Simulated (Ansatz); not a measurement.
**GeH3S (doublet): wave-function methods side by side at distance Ge1–S2 = 2.460 Å, cc-pVDZ**

An exercise on one series of results from a longer session: the logs are not shown, and one member is left open.

Computed with Ansatz 0.2.0, Gaussian basis. Level: cc-pVDZ, core rule «outside noble gas», up to 19 orbitals frozen.

Plan: UHF; CCSD(T) on ROHF; CCSD(T) on UHF; BCCD(T) on ROHF; CISD; CCSDT(Q) on ROHF; CCSDT(Q) on UHF; CASSCF and MRCISD+Q, 3 electrons in 3 orbitals; CASSCF and NEVPT2, 3 electrons in 3 orbitals.

17 further runs of the same task are left out: 2 for a mislabelled method, 11 that didn't finish, 4 set aside as unsound or not needed.

### What is computed

The geometry derives from a PBE0/def2-TZVP stationary point (not a proven minimum). One bond is set to the value named and the two fragments are kept rigid. No spin-orbit coupling is included. The filled d shell of Ge may be among the frozen orbitals whatever the setting's name suggests; the logs give the count.

5 atoms, charge 0, spin multiplicity 2.

Atoms are counted from 1 here; the program's logs count them from 0.

Bond lengths: Ge1–S2 2.460 Å, Ge1–H3 1.550 Å, Ge1–H4 1.545 Å, S2–H5 1.343 Å. Angles: S2–Ge1–H3 109.5°, S2–Ge1–H4 104.7°, H3–Ge1–H4 110.8°, Ge1–S2–H5 94.4°.

The first run:

Contents of in.yaml:

```yaml
crystal:
  periodic: [false, false, false]
  atoms:
    - {symbol: Ge, position_ang: [0.039732, 0.020894, 0.746521]}
    - {symbol: S, position_ang: [-0.051773, -0.081686, -1.709636]}
    - {symbol: H, position_ang: [-0.841029, 1.193791, 1.247865]}
    - {symbol: H, position_ang: [-0.533679, -1.335172, 1.216430]}
    - {symbol: H, position_ang: [0.158351, 1.234206, -1.876745]}
basis:
  gaussian: {orbitals: cc-pVDZ}
magnetization: {spin_polarized: true, initial_magnetization: 1}
hamiltonian: {xc: hf}
output: {orbitals: {seedname: orbitals}}
```

Command:

```console
ansatz run in.yaml --threads 1 --pin off --events-out ev --progress --plain --max-ram 2393MiB
```

Steps of the session up to this table: UHF; CCSD(T) on ROHF; CCSD(T) on UHF; BCCD(T) on ROHF; CISD; CCSDT(Q) on ROHF; CCSDT(Q) on UHF; CASSCF and MRCISD+Q, 3 electrons in 3 orbitals; CASSCF and NEVPT2, 3 electrons in 3 orbitals.

One of the session's tables, all rows but one given; the rest of the session is left out.

It belongs to the step «Misses and costs». 

| method | from UCCSDT(Q) (meV) |
| --- | --- |
| ROHF | ? |
| UHF | +7147.5 |
| RMP2 | +1255.7 |
| UMP2 | +1248.5 |
| CISD | +870.8 |
| RCCSD | +245.6 |
| UCCSD | +241.3 |
| RCCSD(T) | +50.3 |
| UCCSD(T) | +47.2 |
| BCCD(T) | +49.8 |
| RCCSDT | +18.2 |
| UCCSDT | +14.9 |
| RCCSDT(Q) | +4.3 |
| UCCSDT(Q) | 0 |

**Question.** Estimate the row for ROHF.

The run gave: from UCCSDT(Q) (meV): +7198.9. In the column «from UCCSDT(Q) (meV)» it is the highest.

Left out of the table: CASSCF pair, NEVPT2 pair, MRCISD pair, MRCISD+Q pair (the active space lost an orbital or holds another state than full CI finds).

Caveats from the session: Restricted and unrestricted rows rest on different reference determinants; where their highest levels disagree by more than a few hundredths of an eV, they describe different states and don't form one ladder. Warnings in the runs' records: passed over end.
